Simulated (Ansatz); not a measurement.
# BW (I4_1/amd) in Ansatz: band structure with HSE06

Aim: the band structure of BW with HSE06.

Everything below comes from runs of Ansatz 0.2.0. Logs are shortened: lines on timing, memory, paths and dates and some standing lists are left out, and cuts for length are marked.

## (1) The structure

The structure is tetragonal, space group I4_1/amd (No. 141). Conventional cell: a = 3.115 Å, b = 3.115 Å, c = 16.930 Å, α = 90.00°, β = 90.00°, γ = 90.00°. W (site symmetry 2mm) has 6 B at 2.24 to 2.35 Å as nearest neighbours. B (site symmetry 2mm) is surrounded by 2 B at 1.74 Å.

## (2) Band structure, HSE06

Contents of input:

```
crystal:
  lattice:
    - [-1.5575, 1.5575, 8.465]
    - [1.5575, -1.5575, 8.465]
    - [1.5575, 1.5575, -8.465]
  atoms:
    - { symbol: W, position: [0.803, 0.803, 0.0] }
    - { symbol: W, position: [0.553, 0.053, 0.5] }
    - { symbol: W, position: [0.947, 0.447, 0.5] }
    - { symbol: W, position: [0.197, 0.197, 0.0] }
    - { symbol: B, position: [0.648, 0.648, 0.0] }
    - { symbol: B, position: [0.398, 0.898, 0.5] }
    - { symbol: B, position: [0.102, 0.602, 0.5] }
    - { symbol: B, position: [0.352, 0.352, 0.0] }
hamiltonian:
  xc: hse06
  pseudopotentials: { kind: paw }
kpoints:
  mp_grid: { grid: [8, 8, 8] }
  band_path:
    path:
      - [[0.0, 0.0, 0.0], [-0.5, 0.5, 0.0], [-0.5, 0.5, -0.0169266958], [-0.2584633479, 0.2584633479, -0.2584633479], [0.0, 0.0, 0.0], [0.5, 0.5, -0.5], [0.2584633479, 0.7415366521, -0.7415366521], [0.0, 0.5, -0.5], [-0.25, 0.75, -0.25], [0.0169266958, 0.9830733042, -0.5], [0.5, 0.5, -0.5]]
      - [[-0.5, 0.5, 0.0], [-0.25, 0.75, -0.25]]
    npoints: 4
scf:
  occupations: { method: fermi_dirac, width: 0.05 }
  n_extra_bands: 20
output:
  forces: true
  stress: true
  eigenvalues: true
  fatbands: false
```

Potentials or basis: Ansatz PAW.

What it wrote:

```text
Warning: output.stress: scf.convergence.dr2_threshold = 1e-7 eV (the SCF's general default) is looser than the 8e-10 eV advised for a printed stress (1e-10 eV for each atom of the cell: 8). What an SCF threshold leaves in a stress goes as its square root, and in the free energy as the threshold itself, and one threshold admits the most on a small cell: of the crystals measured, under no hybrid functional and no lock of the moments, on runs that ended without the residual-converged pass, on stresses that held no estimate of that error, the worst erred by over 100 MPa in a component at 1e-7 eV an atom and by under 5 at 1e-10. Set scf.convergence.dr2_threshold to 8e-10 eV or tighter. The threshold is an SCF's pass mark: one that does not reach it within its budget of iterations ends unconverged, or closes short of it on a stop that the run arms, and scf.convergence.dr2_threshold's page says what that costs each kind of run
Warning: output.stress: scf.exx.energy_threshold = 1e-6 eV is looser than the 8e-8 eV advised for a stress under a hybrid functional (1e-8 eV for each atom of the cell: 8). Every SCF of the exchange loop can meet its threshold on dr2 while the loop round them stops early: no threshold on dr2 bounds what that leaves in the stress. Set scf.exx.energy_threshold to 8e-8 eV or tighter. The threshold is the loop's pass mark: a loop that does not reach it within its budget of cycles ends unconverged, and scf.exx.energy_threshold's page has the law
basis.fft_grid_basis auto: the FFT boxes are laid along the combinations [[1, 0, 1], [0, 1, 1], [0, 0, 1]] of the cell's own vectors, 3.115, 3.115 and 8.747 Å long. The dense box has 24×24×60 points. Along the cell's own vectors, as sized, it would have 60×60×60, 6.25 times as many. Of the 16 symmetry operations that the crystal satisfies within crystal.symmetry.tolerance (time reversal apart; of a slab, those that keep its plane) the dense box along the cell's own vectors carries 16, and the one as laid loses 12 of those. basis.fft_grid_basis: typed keeps the cell's own vectors: state it where this run's energies or levels are differenced outside the engine with another run's, or held beside a run that keeps those vectors.
scf.n_extra_bands = 20 over 34 filled bands (N_el = 68.0): the run solves 54 bands
GPUs: using 1 of 1 available (devices: 1).
Engine: ansatz 0.2.0, x86_64-unknown-linux-gnu
Pseudopotentials: kind: paw
Pseudopotential: W, paw, valence charge 14, recommended cutoff 420 eV (normal), W.paw.azcp
Pseudopotential: B, paw, valence charge 3, recommended cutoff 420 eV (normal), B.paw.azcp
Functional definition: HSE06
  parameter a = 0.25
  parameter omega = 0.11/bohr
  exchange = pbe_x - a*pbe_x_sr(omega) + a*exact_x_sr(omega)
  correlation = pbe_c
device memory: the entry about to start is reckoned to put 3.3 GiB on a device that reports 59.2 GiB free (of which the cap on the GPU budget leaves the run 18.0 GiB)
GPU FFT provider: cuFFT
GPU libraries: cuBLAS 13.8.2, cuFFT 12.4.0, cuSOLVER 12.3.4
Crystal: 8 atoms, lattice volume = 82.138 Å³
Basis set: ecut = 420 eV, 1641 PW (Γ), FFT grids on a1+a3, a2+a3, a3, exchange–correlation on 48×48×120 points (8 copies of the dense FFT grid, shifted against one another)
Bands: 54, of which v1, the nominal top of the filled ones, is band 34 counted from 1 (33 counted from 0)
Symmetry: 16 space group operations
Space group: I41/amd (ITA 141), of the structure as read, at distance tolerance 4.3e-5 Å
k-points: 59 of 512
Non-local potential: W, projectors of the file, l = 0: 3, l = 1: 2, l = 2: 2, l = 3: 1
Non-local potential: B, projectors of the file, l = 0: 2, l = 1: 2, l = 2: 1
PAW form: soft (Blöchl's): semilocal exchange-correlation on the pseudo side does not see the compensation charge
PAW frozen core: W, regenerated for the run's functional, and the local potential with it (the file was generated under x = pbe(κ = 0.804, μ = 0.2195149727645171), c = pbe(β = 0.06672455060314922))
PAW frozen core: B, regenerated for the run's functional, and the local potential with it (the file was generated under x = pbe(κ = 0.804, μ = 0.2195149727645171), c = pbe(β = 0.06672455060314922))
PAW one-centre angular grid: W, 590 points (default); XC on 64 Gauss nodes
PAW one-centre angular grid: B, 110 points (default); XC on 64 Gauss nodes
Initial density: superposition of atomic densities (neutral atoms: chi_scale 0, normalization atom), corrected by the library's trained network
Initial wavefunctions: pseudopotential atomic-orbital guess
GPU buffer pool allocated for 34560 grid points (all kernels)
GPU transforms: local potential and band sums: pruned to the plane-wave sphere, on 24×24×60
Functional: x = pbe(κ = 0.804, μ = 0.2195149727645171), c = pbe(β = 0.06672455060314922), warm-up for x = pbe(κ = 0.804, μ = 0.2195149727645171) + 0.25 (exact − pbe) at short range (hse, ω = 0.20786987370883472 Å⁻¹), c = pbe(β = 0.06672455060314922); HSE06 as pw.x's `hse` composes it (authors' and Libxc's form: `xc: wpbeh`)
SCF iter   1: F=—  HF=-42165.346824 eV  |F-HF|=—  |Δ(HF+E_count)|=         —  Δρ=5.88e-3  dr2=2.81e-2  ethr=1.77e-3  ⟨swp⟩=5.9  Hψ=12573  notcnv=0
preconditioner: auto → Kerker (q_TF=auto, 2.644 Å⁻¹)  [metal: Δε(μ)=0.019 eV  Ē_g=10.752 eV  σ=0.050 eV  W_gap=0.09  n_scr=22 (ndim 8)  ℏωp=24.6 eV  f_vac=0.000  D(μ)=2.07/eV (n_scr^D=12)]
SCF iter   2: F=—  HF=-42165.340231 eV  |F-HF|=—  |Δ(HF+E_count)|=   6.59e-3  Δρ=3.14e-3  dr2=8.46e-3  ethr=4.14e-5  ⟨swp⟩=2.6  Hψ=5766  notcnv=0  defer=3
iter 3 solved again at ethr=8.29e-8 eV; its pass at ethr=1.24e-5 eV (dr2=5.64e-5 eV) is discarded
SCF iter   3: F=—  HF=-42165.337902 eV  |F-HF|=—  |Δ(HF+E_count)|=   2.33e-3  Δρ=3.20e-4  dr2=5.70e-5  ethr=8.29e-8  ⟨swp⟩=3.0  Hψ=13590  notcnv=0
SCF iter   4: F=—  HF=-42165.337899 eV  |F-HF|=—  |Δ(HF+E_count)|=   3.70e-6  Δρ=6.70e-5  dr2=5.23e-6  ethr=8.29e-8  ⟨swp⟩=2.2  Hψ=5264  notcnv=0
[... 26 lines left out ...]
hybrid outer 1: dexx = +1.424e-2 eV, tail = 3.11e-5 eV
GPU FFT provider: cuFFT
GPU libraries: cuBLAS 13.8.2, cuFFT 12.4.0, cuSOLVER 12.3.4
GPU buffer pool allocated for 34560 grid points (all kernels)
GPU transforms: local potential and band sums: pruned to the plane-wave sphere, on 24×24×60
Exchange kernel: α = 0.2500, screened, ω = 0.2079 Å⁻¹, Wigner–Seitz truncation, v(0) = 1046.8737 eV·Å³, q-mesh 8×8×8, nearest image of the exchange supercell L = 24.92 Å, pair-density grid 24×24×60, without the augmentation charges, whose exchange is taken in its separable form by FFT convolution over the k-point mesh (the finest that the files' search goes to), smooth part of the exact exchange by density-matrix convolution in up to 14.98 GiB of GPU memory as planned if the GPU has room (build and FFT work areas not counted)
Frozen-core exchange: fock
SCF iter   1: F=—  HF=-42169.677911 eV  |F-HF|=—  |Δ(HF+E_count)|=         —  Δρ=7.81e-5  dr2=1.82e-6  ethr=2.29e-7  ⟨swp⟩=4.9  Hψ=8163  notcnv=0
preconditioner: auto → Kerker (q_TF=auto, 2.644 Å⁻¹)  [metal: Δε(μ)=0.005 eV  Ē_g=12.182 eV  σ=0.050 eV  W_gap=0.03  n_scr=22 (ndim 8)  ℏωp=24.6 eV  f_vac=0.000  D(μ)=1.91/eV (n_scr^D=12)]
SCF iter   2: F=—  HF=-42169.677911 eV  |F-HF|=—  |Δ(HF+E_count)|=   2.19e-7  Δρ=4.60e-5  dr2=6.25e-7  ethr=2.58e-9  ⟨swp⟩=3.7  Hψ=5666  notcnv=0  defer=3
SCF iter   3: F=—  HF=-42169.677910 eV  |F-HF|=—  |Δ(HF+E_count)|=   3.15e-7  Δρ=4.51e-6  dr2=1.90e-8  ethr=9.11e-10  ⟨swp⟩=4.4  Hψ=6637  notcnv=0  defer=5
SCF iter   4: F=—  HF=-42169.677910 eV  |F-HF|=—  |Δ(HF+E_count)|=   5.75e-9  Δρ=1.76e-6  dr2=2.69e-9  ethr=2.28e-11  ⟨swp⟩=5.2  Hψ=8433  notcnv=0  defer=17
SCF iter   5: F=-42169.677910 eV  HF=-42169.677910 eV  |F-HF|=2.62e-10  |Δ(HF+E_count)|=  7.71e-10  Δρ=6.25e-7  dr2=3.30e-10  ethr=3.74e-12  ⟨swp⟩=4.2  Hψ=5527  notcnv=0  defer=37
SCF 3 converged in 5 iterations: F = -42169.677910 eV  dr2 = 3.30e-10
  Residual-converged pass: ⟨swp⟩=3.0  Hψ=7143  notcnv=0  max |occ|·‖R‖ = 2.3e-7 eV (tolerance 2.7e-7 eV)  dr2=3.20e-10  dr2_onsite=4.22e-12  max |Δocc| = 9.2e-13
hybrid outer 2: dexx = +7.630e-7 eV, tail = 1.69e-8 eV, Δε = 2.26e-3 eV (about 5.83e-5 eV left of the loop's levels), ΔF = 1.56e-3 eV/Å (tail 3.71e-4)
device memory: the entry about to start is reckoned to put 1.0 GiB on a device that reports 47.5 GiB free (of which the cap on the GPU budget leaves the run 18.0 GiB)
NSCF: frozen V_eff on 46 k-points, pencils in batches of 32, up to order 240
hybrid SCF converged: 2 outer / 12 inner (+7 warm-up), last move |dexx| = 7.63e-7 eV, tail = 1.69e-8 eV
Stability not checked: this state was not tested for a lower state beside it, because the functional holds exact exchange (a hybrid, or Hartree-Fock), whose exchange loop this test does not read (fock_operator; see scf.lower_state_search)
Free energy (F): -42169.677911 eV
Frozen-core exchange: fock
Harris-Foulkes:  -42169.677911 eV  (|F-HF|=2.62e-10)
Internal energy: -42169.662303 eV  (E = F + TS)
E sigma→0 (E₀):  -42169.670107 eV
Entropy (-TS):   -0.015607 eV (-1.951 meV/atom)
Fermi energy:    22.046519 eV
--- Per-component energies (eV) ---
  E_band       = -364.028208
  E_kinetic    = 2015.143811
  E_local      = -2531.437915  (includes V_loc(G=0)·N_el)
  E_nonlocal   = 47.983149
  E_hartree    = 930.647423
  E_xc         = -961.724907
  E_vxc        = -890.722682  (∫ρ·V_xc dr)
  E_exx        = -185.141136  (= α·E_x^exact, valence–valence)
  E_paw        = -34624.971657  (= ΣΔE_a)
  E_vpaw       = -496.006877  (= ΣTr[D̂ρ^β])
  E_aug_tail   = -0.000267  (compensation charges beyond the density's cutoff)
  E_ewald      = -6848.419225
  E_core_change = -11.741579  (= ΣΔE_core)
  E_smearing   = -0.015607  (= −TS)
  E_closure    = 0.000000  (closes the sum)
  Σ components = -42169.677911   (vs F -42169.677911, Δ=0.00e0)
--- Forces (eV/Å), atoms counted from 1 ---
  atom   1  W     -0.00000000     0.00000000    -0.43674386
  atom   2  W     -0.00000000    -0.00000000    -0.43674386
  atom   3  W      0.00000000    -0.00000000     0.43674386
  atom   4  W      0.00000000     0.00000000     0.43674386
  atom   5  B      0.00000000     0.00000000     2.08945446
  atom   6  B     -0.00000000     0.00000000     2.08945446
  atom   7  B     -0.00000000     0.00000000    -2.08945446
  atom   8  B      0.00000000     0.00000000    -2.08945446
  max |Σ_I F_I| component: 4.44e-16 eV/Å
--- Stress (GPa, compression-positive) ---
        2.533170       0.000000       0.000000
        0.000000       2.533170       0.000000
        0.000000       0.000000       5.502557
  P = ⅓ Tr σ = 3.5230 GPa (35.230 kbar)
--- Band table (eV; the first three rows and the last of 59) ---
  k-point 0: bands = ["-56.6573", "-56.6189", "-56.5671", "-56.5282", "-20.0922", "-19.6323", "-19.6179", "-19.5639", "-19.5639", "-19.5597", "-19.5597", "-19.2361", "-19.2361", "-19.1754", "-19.1754", "-19.1223", "5.6604", "6.9735", "10.5882", "11.9115", "15.2529", "15.4575", "15.4575", "15.4767", "15.9724", "15.9724", "16.2027", "17.6227", "17.6242", "18.2165", "20.5832", "20.5832", "21.2844", "22.1082", "22.3102", "22.3102", "22.4841", "23.0129", "23.3531", "24.5278", "25.1051", "25.1051", "27.0804", "27.0804", "27.2682", "27.2682", "27.2917", "27.5756", "28.7087", "29.5898", "29.9517", "31.3481", "31.6698", "31.8130"]
  k-point 1: bands = ["-56.6450", "-56.6095", "-56.5680", "-56.5319", "-20.0463", "-19.7899", "-19.7191", "-19.6168", "-19.5935", "-19.5713", "-19.4305", "-19.2902", "-19.2815", "-19.2369", "-19.1772", "-19.1217", "6.2263", "7.2878", "11.3016", "12.4379", "14.1505", "14.3778", "14.4452", "15.4659", "16.3415", "16.4409", "16.4621", "17.9257", "18.8298", "18.9464", "19.1470", "19.7502", "20.5029", "20.9086", "21.2568", "22.1830", "23.2098", "23.5229", "23.9827", "24.1598", "24.5926", "25.7349", "26.7215", "27.1556", "27.4958", "27.9975", "28.0428", "29.2449", "29.4811", "29.8523", "30.1489", "31.8833", "31.8874", "32.5015"]
  k-point 2: bands = ["-56.6146", "-56.5872", "-56.5694", "-56.5417", "-19.9561", "-19.8825", "-19.8783", "-19.7404", "-19.7063", "-19.5740", "-19.5349", "-19.4241", "-19.3872", "-19.2568", "-19.1842", "-19.1524", "7.5517", "8.1496", "12.2659", "12.6960", "13.0831", "13.7596", "14.2818", "14.3398", "16.7103", "16.8583", "17.0137", "17.0157", "17.7070", "17.7093", "18.4449", "18.7041", "20.2123", "21.2111", "21.8417", "23.7118", "23.7392", "24.3378", "24.6537", "24.9234", "25.6161", "26.8763", "27.3438", "27.6972", "28.0387", "29.0067", "29.1427", "29.1640", "29.4154", "29.5543", "31.4931", "32.5559", "32.7775", "33.2194"]
  k-point 58: bands = ["-56.6421", "-56.6421", "-56.5437", "-56.5437", "-19.9585", "-19.9585", "-19.6091", "-19.6091", "-19.4953", "-19.4953", "-19.2813", "-19.2813", "-19.2738", "-19.2738", "-19.1494", "-19.1494", "6.2151", "6.2151", "11.3793", "11.3793", "15.4606", "15.4606", "15.6392", "15.6392", "15.9645", "15.9645", "16.3024", "16.3024", "18.0715", "18.0715", "20.8777", "20.8777", "21.5993", "21.5993", "21.8396", "21.8396", "23.2868", "23.2868", "24.0319", "24.0319", "24.8891", "24.8891", "26.6475", "26.6475", "27.4634", "27.4634", "28.1408", "28.1408", "28.6795", "28.6795", "30.3362", "30.3362", "31.2675", "31.2675"]
```

It took 11 min on 1 × NVIDIA H100 80GB HBM3 with 2 threads of AMD EPYC 7R13 (Zen 3), shared host; peak memory 8.7 GiB.

Results:

| Quantity | Value |
| --- | --- |
| Free energy | -42169.6779 eV |
| Pressure | 3.5 GPa |
| Largest force | 2.089 eV/Å |
| Band gap on the k mesh | none (metal or under the smearing width) |

Forces on the atoms (eV/Å):
```
W    0.000  0.000 -0.437
W    0.000  0.000 -0.437
W    0.000  0.000  0.437
W    0.000  0.000  0.437
B    0.000  0.000  2.089
B    0.000  0.000  2.089
B    0.000  0.000 -2.089
B    0.000  0.000 -2.089
```

Levels at the corners of the path, in eV from the Fermi level:
```tsv
point	band 29	band 30	band 31	band 32	band 33	band 34	band 35	band 36	band 37	band 38
Γ	-4.42	-3.83	-1.46	-1.46	-0.76	0.06	0.26	0.26	0.44	0.97
X	-3.84	-3.84	-3.48	-3.48	2.98	2.98	3.05	3.05	3.16	3.16
Y	-3.85	-3.85	-3.50	-3.50	2.93	2.93	3.03	3.03	3.15	3.15
S	-4.34	-3.74	-2.93	-2.85	-2.15	-2.14	0.49	0.49	1.60	1.62
Γ	-4.42	-3.83	-1.46	-1.46	-0.76	0.06	0.26	0.26	0.44	0.97
Z	-3.98	-3.98	-1.17	-1.17	-0.45	-0.45	-0.21	-0.21	1.24	1.24
S1	-4.34	-3.74	-2.93	-2.85	-2.15	-2.14	0.49	0.49	1.60	1.62
N	-4.20	-3.77	-3.07	-3.03	-2.07	-1.51	-0.69	1.24	1.39	1.97
P	-3.83	-3.83	-3.49	-3.49	3.00	3.00	3.03	3.03	3.16	3.16
Y1	-3.85	-3.85	-3.50	-3.50	2.93	2.93	3.03	3.03	3.15	3.15
Z	-3.98	-3.98	-1.17	-1.17	-0.45	-0.45	-0.21	-0.21	1.24	1.24
X	-3.84	-3.84	-3.48	-3.48	2.98	2.98	3.05	3.05	3.16	3.16
P	-3.83	-3.83	-3.49	-3.49	3.00	3.00	3.03	3.03	3.16	3.16
```

Caveat: spin-orbit coupling is left out, which moves the levels of the heavy elements; the PAW data sets come from PBE, with cores solved anew for the run's functional, which leaves a small shift of forces and pressure; forces of over 1 eV/Å show positions far from the minimum, so gaps and moduli don't describe the material at rest; the thresholds are loose for stress.
